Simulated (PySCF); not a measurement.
# CH9AsGaN: the cost of one run

The runs use PySCF 2.14.0, with density-fitted response routines of our own; the level of theory stands in each step. All values are computed, except where a source is named. Atoms are numbered from 0 throughout.

## Step 1: Starting geometry

13 atoms, charge 0, multiplicity 1; geometry from: GFN2-xTB. The atoms were then displaced at random by about 0.01 Å, so the start is not that level's minimum.

Bonds of the start (Å): C0–N1 1.43, N1–Ga2 1.82, Ga2–As3 2.84, C0–H4 1.10, C0–H5 1.12, C0–H6 1.09, N1–H7 1.00, Ga2–H8 1.53, Ga2–H9 1.56, As3–H10 1.51, As3–H11 1.49, As3–H12 1.52.

## Step 2: Geometry optimisation at PBE0-D3(BJ)/def2-SVP

Job settings and geometry (Å):

```
{"job": {"xc": "PBE0", "basis": "def2-SVP", "d3": "d3bj", "grid": 1, "shake": 0.01, "kind": "geom"}, "charge": 0, "multiplicity": 1}
C     -1.636910     0.807540    -0.477750
N     -1.128070    -0.338920     0.209130
Ga    -0.061240    -1.600410    -0.545120
As     2.208900     0.000300     0.041560
H     -1.318560     1.763230    -0.032280
H     -2.756660     0.842300    -0.496310
H     -1.293150     0.810180    -1.516960
H     -1.514160    -0.412480     1.131790
H      0.149900    -1.522110    -2.053710
H      0.269170    -2.861150     0.311960
H      1.895000     0.739120     1.317240
H      3.566360     0.601580    -0.001050
H      1.625230     1.153940    -0.760060
```

The run is started by

```
$ OMP_NUM_THREADS=1 python probes_run.py task.json out
```

This one command runs all jobs of the session in turn.

Q: Estimate the wall time and peak memory of this first job on 1 thread of Arm Neoverse V1, shared host.

About 1.8 min, with a peak of 0.52 GiB.
